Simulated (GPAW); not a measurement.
Crystal: NiMoIrPdW.

```
Ni Mo Pd Ir W
1.0
     2.76078    0.00000    0.00000
    -1.38039    2.39090    0.00000
     0.00000    0.00000   11.34051
Ni Mo Pd Ir W
1 1 1 1 1
Cartesian
  0.0000 0.0000 8.0423
  1.3804 0.7970 3.3369
  1.3804 0.7970 10.1952
  0.0000 0.0000 1.2025
  1.3804 0.7970 6.0015
```

The cell was built by a generator and needn't be a form met in nature.

Base run:

- Program: GPAW 26.7.0
- Functional: PW91
- Potentials or basis: PAW data sets generated in the run's folder for this functional
- Cutoff: 600 eV
- Basis: pw
- k mesh: 8 × 8 × 2
- Occupations: fermi-dirac, width 0.05 eV
- Spin: collinear spin, ferromagnetic start
- Starting moments: [1.0, 1.0, 0.0, 0.6, 0.0] μB

Its results: pressure 0.0 GPa; net moment 0.00 μB per cell; largest force 0.267 eV/Å.

Question: The run is repeated on the same cell with these changes: functional from PW91 to AM05. What comes out?

Answer: Pressure -10.1 GPa; net moment 0.00 μB per cell; largest force 0.158 eV/Å.

AM05 binds more tightly than PW91, so the same cell stands under less pressure.

Caveats: the stock nickel data set gives pressures a few GPa off other programs.
